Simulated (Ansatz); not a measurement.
# Y2SiF2: a trial structure relaxed

Aim: relax a trial structure of Y2SiF2 and see where it ends.

Program: Ansatz 0.2.0. Level of theory: DFT PBE, scalar-relativistic, plane waves, PAW. These are calculated values, not measurements.

## (1) Starting point

The structure is tetragonal, space group P4mm (No. 99). Conventional cell: a = 3.711 Å, b = 3.711 Å, c = 6.123 Å, α = 90.00°, β = 90.00°, γ = 90.00°. Around Y (site symmetry 2mm) lie 1 F at 1.92 Å and 2 Si at 2.52 Å. Si (site symmetry 4mm) is surrounded by 4 Y at 2.52 Å. Around F (site symmetry 2mm) lie 1 Y at 1.92 Å.

Structure file:

```
Y Si F
1.0
     3.71081    0.00000    0.00000
     0.00000    3.71081    0.00000
     0.00000    0.00000    6.12254
Y Si F
2 1 2
Direct
  0.00000 0.50000 0.82613
  0.50000 0.00000 0.82613
  0.50000 0.50000 0.10550
  0.00000 0.50000 0.51306
  0.50000 0.00000 0.51306
```

Recipe of the guess: random cell by space group and Wyckoff sites (P4mm, No. 99). Lengths come from tabulated atomic sizes and are only a guess.

## (2) A first look at the guess

Contents of input.yaml:

```yaml
crystal:
  lattice:
    - [3.71080761, 0.0, 0.0]
    - [0.0, 3.71080761, 0.0]
    - [0.0, 0.0, 6.12253964]
  atoms:
    - { symbol: "Y", position: [0.0, 0.5, 0.82613224] }
    - { symbol: "Y", position: [0.5, 0.0, 0.82613224] }
    - { symbol: Si, position: [0.5, 0.5, 0.10549865] }
    - { symbol: F, position: [0.0, 0.5, 0.51305894] }
    - { symbol: F, position: [0.5, 0.0, 0.51305894] }
basis:
  ecutwfc: 420
kpoints:
  mp_grid: { grid: [6, 6, 4] }
hamiltonian:
  xc: pbe
scf:
  occupations: { method: gaussian, width: 0.1 }
  lower_state_search: "off"
output:
  forces: true
  stress: true
  eigenvalues: true
```

On the command line:

```
ansatz run input.yaml --threads 1 --pin off --max-ram 2560MiB --backend cpu --events-out ev --progress --plain --runs-dir out
```

The session goes on with these runs: spin check on a coarse mesh; a loose first relaxation; final relaxation.

Q: Predict the outcome of this session. Wanted: conventional cell; volume; energy over the elements; gap on the mesh.

As calculated:

| quantity | value |
| --- | --- |
| symmetry at the end (tolerance 0.05 Å) | space group P4/mmm (No. 123) |
| conventional cell | a = 5.803 Å, b = 5.803 Å, c = 4.303 Å, α = 90.00°, β = 90.00°, γ = 90.00° |
| volume | 28.98 Å³/atom |
| energy over the elements (uncorrected; H, N, O, F and Cl as molecules) | -1.80 eV/atom |
| gap on the mesh | none (metal) |

In words: The symmetry goes from space group P4mm (No. 99) to space group P4/mmm (No. 123), and the volume per atom grows by 71.9 % from the first guess. It lies below the elements, which doesn't yet make it stable: competing phases were not computed in this session. No finished test with a distortion of lower symmetry is shown, so the end may be a saddle point. Other magnetic orders were not searched.
